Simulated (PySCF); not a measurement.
# MoOCl: relaxation and vibrations of the doublet

Aim: relax MoOCl as a doublet from a linear start, check by its vibrations whether the end is a minimum, and collect its spectrum and constants.

Method: PBE0, basis Mo def2-TZVP with ECP28, O def2-TZVP, Cl def2-TZVP, scalar-relativistic core potentials, no spin–orbit coupling, density fitting; program: PySCF 2.14.0.

### Step 1. Where the work starts

3 atoms, charge 0, spin multiplicity 2.

Bond lengths: Mo1–O2 1.780 Å, Mo1–Cl3 2.370 Å. Angles: O2–Mo1–Cl3 180.0°.

```xyz
3
charge 0 multiplicity 2
Mo    0.0000    0.0000    0.0000
O     0.0000    0.0000   -1.7800
Cl    0.0000    0.0000    2.3700
```

### Step 2. The SCF at the typed geometry

The steps below are one call of a driver around PySCF. For each, scf.py gives the equivalent set-up of the SCF; relaxations use the driver's own optimiser. After this first run the driver tries any further starts and a stability analysis.

Contents of scf.py:

```python
from pyscf import gto, scf, dft
mol = gto.M(atom='''
Mo     0.000000     0.000000     0.000000
O      0.000000     0.000000    -1.780000
Cl     0.000000     0.000000     2.370000''',
    basis={'Mo': 'def2-TZVP', 'O': 'def2-TZVP', 'Cl': 'def2-TZVP'},
    ecp={'Mo': 'def2-TZVP'},
    charge=0, spin=1)
mf = dft.UKS(mol, xc='PBE0')
mf.grids.atom_grid = (50, 194)
aux = {'Mo': 'def2-universal-JKFIT', 'O': 'def2-universal-JKFIT', 'Cl': 'def2-universal-JKFIT'}
mf = mf.density_fit(auxbasis=aux)
mf.conv_tol = 1e-08
mf.diis_space = 10
mf.max_cycle = 60
mf.init_guess = 'minao'
mf.verbose = 4
mf.kernel()
```

On the command line:

```bash
$ OMP_NUM_THREADS=4 python axn.py task.json out
```

Log:

```text
init E= -596.866862737275
[... the frontier-level lines of each cycle are left out ...]
cycle= 1 E= -603.247829892337  delta_E= -6.38  |g|= 0.653  |ddm|=  2.7
cycle= 2 E= -599.959123860977  delta_E= 3.29  |g|= 2.64  |ddm|= 1.44
cycle= 3 E= -603.37406721037  delta_E= -3.41  |g|= 0.331  |ddm|= 1.26
cycle= 4 E= -603.41919556093  delta_E= -0.0451  |g|= 0.118  |ddm|= 0.319
cycle= 5 E= -603.424465532128  delta_E= -0.00527  |g|= 0.0598  |ddm|= 0.11
cycle= 6 E= -603.426159210821  delta_E= -0.00169  |g|= 0.0184  |ddm|= 0.0423
cycle= 7 E= -603.426327121091  delta_E= -0.000168  |g|= 0.00584  |ddm|= 0.00936
cycle= 8 E= -603.426367628868  delta_E= -4.05e-05  |g|= 0.00163  |ddm|= 0.00744
cycle= 9 E= -603.426380588634  delta_E= -1.3e-05  |g|= 0.00094  |ddm|= 0.0052
cycle= 10 E= -603.426385788826  delta_E= -5.2e-06  |g|= 0.000272  |ddm|= 0.00517
cycle= 11 E= -603.426385936356  delta_E= -1.48e-07  |g|= 8.31e-05  |ddm|= 0.000832
cycle= 12 E= -603.426385945103  delta_E= -8.75e-09  |g|= 4.11e-05  |ddm|= 0.000142
Extra cycle  E= -603.426385944618  delta_E= 4.84e-10  |g|= 7.85e-05  |ddm|= 6.99e-05
converged SCF energy = -603.426385944618  <S^2> = 0.76698277  2S+1 = 2.0169113
```

This step, with its further starts and checks, took 8.8 s on 4 threads of Intel Xeon 6975P-C (Granite Rapids), shared host.

Energies from each starting density:

| start | energy (Eh) |
| --- | --- |
| the minimal-basis guess | -603.426386 |
| a thermally smeared density | -603.426383 |
| a smeared PBE density | -603.419293 |

The test of internal stability and the other starts found no lower solution of this spin.

### Step 3. Relaxing the doublet from the linear start

The program finds C∞v symmetry in the start, which this walk keeps.

Edit scf.py of step 2 so:

```diff
@@ -3,3 +3,3 @@
-Mo     0.000000     0.000000     0.000000
-O      0.000000     0.000000    -1.780000
-Cl     0.000000     0.000000     2.370000''',
+Mo     0.000000     0.000000    -0.365457
+O      0.000000     0.000000    -2.145457
+Cl     0.000000     0.000000     2.004543''',
@@ -16 +15,0 @@
-mf.init_guess = 'minao'
```

Steps of the walk:

| step | energy (Eh) | change (kJ/mol) | largest symmetric gradient (Eh/bohr) |
| --- | --- | --- | --- |
| 0 | -603.426386 | 0.00 | 0.10650 |
| 1 | -603.440355 | -36.68 | 0.03016 |
| 2 | -603.440987 | -38.33 | 0.01006 |
| 3 | -603.441074 | -38.56 | 0.00094 |
| 4 | -603.441075 | -38.57 | 0.00009 |

The walk took 6.6 s.

Positions (Å) and forces (eV/Å) along the way:

```
step 0
Mo   0.000   0.000  -0.365   0.000   0.000  -4.915
O    0.000   0.000  -2.145   0.000   0.000   5.476
Cl   0.000   0.000   2.005   0.000   0.000  -0.562
step 1
Mo   0.000   0.000  -0.411   0.000   0.000   1.342
O    0.000   0.000  -2.037   0.000   0.000  -1.551
Cl   0.000   0.000   1.941   0.000   0.000   0.209
step 2
Mo   0.000   0.000  -0.402   0.000   0.000  -0.515
O    0.000   0.000  -2.061   0.000   0.000   0.517
Cl   0.000   0.000   1.956   0.000   0.000  -0.002
step 3
Mo   0.000   0.000  -0.405   0.000   0.000  -0.048
O    0.000   0.000  -2.056   0.000   0.000   0.035
Cl   0.000   0.000   1.954   0.000   0.000   0.014
step 4
Mo   0.000   0.000  -0.405   0.000   0.000  -0.003
O    0.000   0.000  -2.056   0.000   0.000  -0.001
Cl   0.000   0.000   1.955   0.000   0.000   0.004
```

It settles in C∞v symmetry, 38.6 kJ/mol below the start, after 4 steps: Mo–Cl 2.360 Å, Mo–O 1.650 Å; Cl–Mo–O 180.0°.

### Step 4. Hessian and properties

On the finer grid the gradient is checked again; gradients at displacements of ±0.02 bohr then give force constants and infrared intensities.

Edit scf.py of step 3 so:

```diff
@@ -3,3 +3,3 @@
-Mo     0.000000     0.000000    -0.365457
-O      0.000000     0.000000    -2.145457
-Cl     0.000000     0.000000     2.004543''',
+Mo    -0.000000     0.000000    -0.377251
+O     -0.000000     0.000000    -2.027514
+Cl     0.000000     0.000000     1.983431''',
@@ -10 +10 @@
-mf.grids.atom_grid = (50, 194)
+mf.grids.atom_grid = (75, 302)
@@ -13 +13 @@
-mf.conv_tol = 1e-08
+mf.conv_tol = 1e-10
```

The driver hands on the density of the step before, so the log starts near convergence.

Log of the central SCF (cycles and frontier levels):

```text
init E= -603.441071143772
[... the frontier-level lines of each cycle are left out ...]
cycle= 1 E= -603.441071143755  delta_E= 1.73e-11  |g|= 7.18e-06  |ddm|= 6.62e-06
Extra cycle  E= -603.441071143608  delta_E= 1.47e-10  |g|= 2.08e-05  |ddm|= 1.38e-05
converged SCF energy = -603.441071143608  <S^2> = 0.75844545  2S+1 = 2.0084277
```

The whole step took 20 s.

Geometry: C∞v; Mo–Cl 2.361 Å, Mo–O 1.650 Å; Cl–Mo–O 180.0°.

Harmonic modes (main isotopes):

| symmetry | ω (cm⁻¹) | IR (km/mol) |
| --- | --- | --- |
| π | 98i | 51.5 |
| σ+ | 361 | 68.2 |
| σ+ | 1065 | 305 |

With 2 modes imaginary (up to 98i cm⁻¹) this point is a saddle.

Properties at this point:

```yaml
Dipole_moment: 0.83 D
Highest_occupied_level: -5.77 eV
Lowest_empty_level: -3.63 eV
Rotational_constants: 0.07759 cm⁻¹
Zero-point_energy_real_modes: 8.5 kJ/mol
Principal_polarisabilities: 34.4, 34.4, 66.9 bohr³
Atomisation_energy_without_zero-point_energy: 842 kJ/mol
Principal_traceless_quadrupole_moments_about_the_centre_of_mass: -13.25, 6.63, 6.63 D Å
Spin_squared_⟨S²⟩: 0.758
```

Populations by atom (charges in e):

```json
{"atom": "Mo1", "Mulliken": "1.00", "Löwdin": "0.34", "polar tensor": "1.65", "spin (Mulliken)": "1.15", "Mayer order to Mo1": "–"}
{"atom": "O2", "Mulliken": "-0.52", "Löwdin": "-0.23", "polar tensor": "-0.96", "spin (Mulliken)": "-0.12", "Mayer order to Mo1": "2.14"}
{"atom": "Cl3", "Mulliken": "-0.48", "Löwdin": "-0.11", "polar tensor": "-0.70", "spin (Mulliken)": "-0.02", "Mayer order to Mo1": "0.89"}
```

Mulliken populations on Mo1 (outside its core potential): s 2.14, p 6.16, d 4.66, f 0.04.

### Step 5. Downhill along the imaginary mode

The start is the last point, displaced along its most imaginary mode.

The program finds Cs symmetry in the start, which this walk keeps. Threshold on the gradient: 0.0003 Eh/bohr, with a further test on the energy change.

Edit scf.py of step 4 so:

```diff
@@ -3,3 +3,3 @@
-Mo    -0.000000     0.000000    -0.377251
-O     -0.000000     0.000000    -2.027514
-Cl     0.000000     0.000000     1.983431''',
+Mo    -0.004420    -0.069254    -0.377207
+O      0.015923     0.249492    -2.027470
+Cl     0.005092     0.079776     1.983475''',
@@ -10 +10 @@
-mf.grids.atom_grid = (75, 302)
+mf.grids.atom_grid = (50, 194)
@@ -13 +13 @@
-mf.conv_tol = 1e-10
+mf.conv_tol = 1e-08
```

Energy and gradient, step by step:

| step | energy (Eh) | change (kJ/mol) | largest symmetric gradient (Eh/bohr) |
| --- | --- | --- | --- |
| 0 | -603.440926 | 0.00 | 0.03375 |
| 1 | -603.442067 | -3.00 | 0.01235 |
| 2 | -603.442436 | -3.96 | 0.00423 |
| 3 | -603.443012 | -5.48 | 0.01995 |
| 4 | -603.443417 | -6.54 | 0.01989 |
| 5 | -603.444744 | -10.02 | 0.00280 |
| 6 | -603.444889 | -10.40 | 0.00740 |
| 7 | -603.445046 | -10.82 | 0.00533 |
| 8 | -603.445122 | -11.02 | 0.00034 |
| 9 | -603.445126 | -11.03 | 0.00059 |
| 10 | -603.445127 | -11.03 | 0.00013 |

The walk took 19 s.

Positions (Å) and forces (eV/Å) along the way:

```
step 0
Mo  -0.004  -0.069  -0.377   0.011   0.187  -1.468
O    0.016   0.249  -2.027  -0.014  -0.239   1.735
Cl   0.005   0.080   1.983   0.004   0.052  -0.267
step 1
Mo  -0.005  -0.081  -0.388  -0.025  -0.354   0.602
O    0.016   0.255  -1.991   0.018   0.262  -0.635
Cl   0.006   0.087   1.958   0.007   0.092   0.034
step 5
Mo  -0.019  -0.302  -0.398  -0.005  -0.064  -0.133
O    0.024   0.380  -1.895   0.001   0.013   0.143
Cl   0.012   0.182   1.872   0.004   0.051  -0.011
step 10
Mo  -0.025  -0.394  -0.408   0.004  -0.006   0.008
O    0.028   0.431  -1.824  -0.001  -0.002  -0.008
Cl   0.014   0.223   1.811  -0.002   0.008   0.000
```

After 10 steps and 11.0 kJ/mol it ends at Cs: Mo–Cl 2.303 Å, Mo–O 1.641 Å; Cl–Mo–O 134.1°.

### Step 6. Vibrations and properties at this point

The same treatment as at the point before.

Edit scf.py of step 5 so:

```diff
@@ -3,3 +3,3 @@
-Mo    -0.004420    -0.069254    -0.377207
-O      0.015923     0.249492    -2.027470
-Cl     0.005092     0.079776     1.983475''',
+Mo    -0.014478    -0.226855    -0.368265
+O      0.037517     0.587832    -1.791779
+Cl     0.024304     0.380800     1.855089''',
@@ -10 +10 @@
-mf.grids.atom_grid = (50, 194)
+mf.grids.atom_grid = (75, 302)
@@ -13 +13 @@
-mf.conv_tol = 1e-08
+mf.conv_tol = 1e-10
```

SCF at the final geometry:

```text
init E= -603.445094236588
[... the frontier-level lines of each cycle are left out ...]
cycle= 1 E= -603.445094236594  delta_E= -6.37e-12  |g|= 2.63e-06  |ddm|= 4.9e-06
Extra cycle  E= -603.445094236577  delta_E= 1.69e-11  |g|= 8.47e-06  |ddm|= 6.21e-06
converged SCF energy = -603.445094236577  <S^2> = 0.75928312  2S+1 = 2.0092617
```

The whole step took 40 s on 4 threads of Intel Xeon 6975P-C (Granite Rapids), shared host.

Geometry: Cs; Mo–Cl 2.305 Å, Mo–O 1.641 Å; Cl–Mo–O 134.9°.

Harmonic modes (main isotopes):

```csv
symmetry,ω (cm⁻¹),IR (km/mol),type
a',91,26.7,bend
a',386,65.1,stretch
a',1084,234,stretch
```

All wavenumbers are real: a minimum.

Properties at this point:

```yaml
Dipole_moment: 3.47 D
Highest_occupied_level: -5.44 eV
Lowest_empty_level: -3.60 eV
Rotational_constants: 1.188, 0.0904, 0.08401 cm⁻¹
Zero-point_energy: 9.3 kJ/mol
Principal_polarisabilities: 36.0, 52.0, 65.0 bohr³
Atomisation_energy_without_zero-point_energy: 853 kJ/mol
Principal_traceless_quadrupole_moments_about_the_centre_of_mass: -9.84, 2.31, 7.53 D Å
Entropy_at_298.15_K_and_1_bar_electronic_part_spin_only: 300.1 J/(mol K)
Heat_capacity_Cp_at_298.15_K: 48.9 J/(mol K)
Enthalpy_at_298.15_K_above_0_K: 12.81 kJ/mol
Rotational_symmetry_number: 1
Spin_squared_⟨S²⟩: 0.759
```

Charges (e) and bond orders:

```
atom  Mulliken  Löwdin  polar tensor  spin (Mulliken)  Mayer order to Mo1
 Mo1      0.98    0.28          1.59             1.11                   –
  O2     -0.51   -0.22         -0.93            -0.11                2.14
 Cl3     -0.47   -0.06         -0.66             0.00                0.92
```

Mulliken populations on Mo1 (outside its core potential): s 2.18, p 6.16, d 4.64, f 0.04.

### Step 7. The points found, side by side

| spin | group | bonds | imaginary modes (cm⁻¹) | ΔE (kJ/mol) | with zero-point energy |
| --- | --- | --- | --- | --- | --- |
| doublet | Cs | Mo–Cl 2.305 Å, Mo–O 1.641 Å | none | 0.0 | 0.0 |
| doublet | C∞v | Mo–Cl 2.361 Å, Mo–O 1.650 Å | 98i, 98i | 10.6 | – |

### Step 8. What came out

| quantity | value |
| --- | --- |
| minimum | doublet, Cs |
| geometry | Mo–Cl 2.305 Å, Mo–O 1.641 Å; Cl–Mo–O 134.9° |
| wavenumbers (cm⁻¹) | 91 (a'), 386 (a'), 1084 (a') |
| dipole moment | 3.47 D |
| highest occupied, lowest empty level (either spin) | -5.44, -3.60 eV |
| polar-tensor charge of Mo1 | +1.59 e |
| zero-point energy | 9.3 kJ/mol |
| entropy at 298.15 K | 300.1 J/(mol K) |
| atomisation energy (no zero-point energy) | 853 kJ/mol |
| ⟨S²⟩ | 0.759 |

From C∞v at the start the molecule goes to a Cs minimum, after a stop at a second-order saddle point 10.6 kJ/mol higher, from which it was pushed off along an imaginary mode. In the infrared the band at 1084 cm⁻¹ (a', stretch) leads. Most of the spin sits on Mo1 (Mulliken spin 1.11, against 1 for the whole molecule). Other starts or spin states, not run here, may lie lower. One determinant may miss the lowest occupation of an open d or f shell.

The search up to here took 94 s.
